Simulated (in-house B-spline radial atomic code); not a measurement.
**Zr: excited configurations**

How much energy does it take to promote electrons of Zr to other shells? Each configuration is solved by itself and compared with the reference.

Method: Dirac-Hartree-Fock, average of configuration, Fermi nucleus, basis-set limit. Code: in-house B-spline radial atomic code version 1.

### Step 1. The system

- element: zirconium (Z = 40)
- charge: 0
- electrons: 40
- configuration: [Kr] 4d2 5s2
- Hamiltonian: Dirac-Coulomb
- nucleus: Fermi, rms radius 4.269 fm

The outer shells:

[Kr] 4d2 5s2
```
[Kr] core
4d [↑ ][↑ ][  ][  ][  ]
5s [↑↓]
```

The boxes only draw the lowest term's filling; these runs average over all states of the configuration.

Settings, as recorded:

```ini
Z = 40
electrons = 40.0
configuration = [Kr] 4d2 5s2
hamiltonian = dirac
method = hf
spin_polarised = False
nucleus = fermi
rms_radius = 4.2694
mass_number = 90
atomic_mass = 89.904698755
speed_of_light = 137.035999084
```

The reference is known from an earlier run: -3597.084124 hartree in all. Up to eight levels, counted from the top:

| orbital | occupation | energy (eV) | <r> (bohr) |
| --- | --- | --- | --- |
| 3d3/2 | 4 | -202.85 | 0.4491 |
| 3d5/2 | 6 | -200.26 | 0.4525 |
| 4s1/2 | 2 | -68.377 | 1.220 |
| 4p1/2 | 2 | -42.117 | 1.356 |
| 4p3/2 | 4 | -40.218 | 1.385 |
| 4d3/2 | 0.8 | -7.977 | 2.175 |
| 4d5/2 | 1.2 | -7.875 | 2.195 |
| 5s1/2 | 2 | -5.859 | 3.979 |

### Step 2. [Kr] 4d1 5s2 8d1

Settings, as recorded:

```ini
Z = 40
electrons = 40.0
configuration = [Kr] 4d1 5s2 8d1
hamiltonian = dirac
method = hf
spin_polarised = False
nucleus = fermi
rms_radius = 4.2694
mass_number = 90
atomic_mass = 89.904698755
speed_of_light = 137.035999084
```

### Step 3. Run with [Kr] 4d2 5s1 6p1

The settings differ from step 2 so:

```diff
@@ -2,3 +2,3 @@
 electrons = 40.0
-configuration = [Kr] 4d1 5s2 8d1
+configuration = [Kr] 4d2 5s1 6p1
 hamiltonian = dirac
```

### Step 4. Run with [Kr] 4d2 5s1 5p1

The settings differ from step 3 so:

```diff
@@ -2,3 +2,3 @@
 electrons = 40.0
-configuration = [Kr] 4d2 5s1 6p1
+configuration = [Kr] 4d2 5s1 5p1
 hamiltonian = dirac
```

### Step 5. [Ar] 3d9 4s2 4p6 4d2 5s2 8f1

The settings differ from step 4 so:

```diff
@@ -2,3 +2,3 @@
 electrons = 40.0
-configuration = [Kr] 4d2 5s1 5p1
+configuration = [Ar] 3d9 4s2 4p6 4d2 5s2 8f1
 hamiltonian = dirac
```

### Step 6. Run with [Ar] 3d10 4s2 4p5 4d2 5s2 8d1

The settings differ from step 5 so:

```diff
@@ -2,3 +2,3 @@
 electrons = 40.0
-configuration = [Ar] 3d9 4s2 4p6 4d2 5s2 8f1
+configuration = [Ar] 3d10 4s2 4p5 4d2 5s2 8d1
 hamiltonian = dirac
```

### Step 7. [Ar] 3d10 4s2 4p5 4d2 5s2 6g1

The settings differ from step 6 so:

```diff
@@ -2,3 +2,3 @@
 electrons = 40.0
-configuration = [Ar] 3d10 4s2 4p5 4d2 5s2 8d1
+configuration = [Ar] 3d10 4s2 4p5 4d2 5s2 6g1
 hamiltonian = dirac
```

### Step 8. [Ar] 3d9 4s2 4p6 4d2 5s2 6f1

The settings differ from step 7 so:

```diff
@@ -2,3 +2,3 @@
 electrons = 40.0
-configuration = [Ar] 3d10 4s2 4p5 4d2 5s2 6g1
+configuration = [Ar] 3d9 4s2 4p6 4d2 5s2 6f1
 hamiltonian = dirac
```

### Step 9. [Kr] 4d1 5s2 5f1

The settings differ from step 8 so:

```diff
@@ -2,3 +2,3 @@
 electrons = 40.0
-configuration = [Ar] 3d9 4s2 4p6 4d2 5s2 6f1
+configuration = [Kr] 4d1 5s2 5f1
 hamiltonian = dirac
```

Q: How far above the reference does each configuration lie (order and size, in eV)?

**Answer**, as computed:

| net move | configuration | energy above the reference (eV) | with Breit, QED, recoil (eV) | largest <r> (bohr) |
| --- | --- | --- | --- | --- |
| 5s → 5p | [Kr] 4d2 5s1 5p1 | 2.026 | 2.022 | 5.35 |
| 5s → 6p | [Kr] 4d2 5s1 6p1 | 4.169 | 4.164 | 13.7 |
| 4d → 5f | [Kr] 4d1 5s2 5f1 | 6.021 | 6.037 | 31.3 |
| 4d → 8d | [Kr] 4d1 5s2 8d1 | 6.197 | 6.213 | 52.2 |
| 4p → 6g | [Ar] 3d10 4s2 4p5 4d2 5s2 6g1 | 37.573 | 37.548 | 44.0 |
| 4p → 8d | [Ar] 3d10 4s2 4p5 4d2 5s2 8d1 | 37.581 | 37.556 | 52.3 |
| 3d → 6f | [Ar] 3d9 4s2 4p6 4d2 5s2 6f1 | 189.11 | 189.11 | 47.8 |
| 3d → 8f | [Ar] 3d9 4s2 4p6 4d2 5s2 8f1 | 189.27 | 189.28 | 89.7 |

Quantum defects of the promoted electron, δ = n − ζ/√(−2ε) with ζ = 1 and ε its orbital energy in hartree:

| promotion | δ |
| --- | --- |
| 5s → 6p | 2.922 |
| 4d → 8d | 1.974 |
| 4p → 6g | 0.000 |
| 4p → 8d | 1.945 |
| 3d → 6f | 0.010 |

What this shows: At the bottom stands 5s → 5p (2.026 eV), at the top 3d → 8f (189.27 eV). 6 of them lie above the ionisation threshold that Koopmans' theorem gives (5.859 eV), where such states can decay by emitting an electron. The defect is largest for 6p (2.92) and least for 6g (0.00): low angular momentum penetrates the core, high angular momentum stays outside it. Two partly filled shells share a symmetry and can mix in the average, which may lower the energy, for: 4d → 8d; 4p → 8d; 3d → 6f; 3d → 8f. These are averages over configurations, without correlation, not spectroscopic levels.
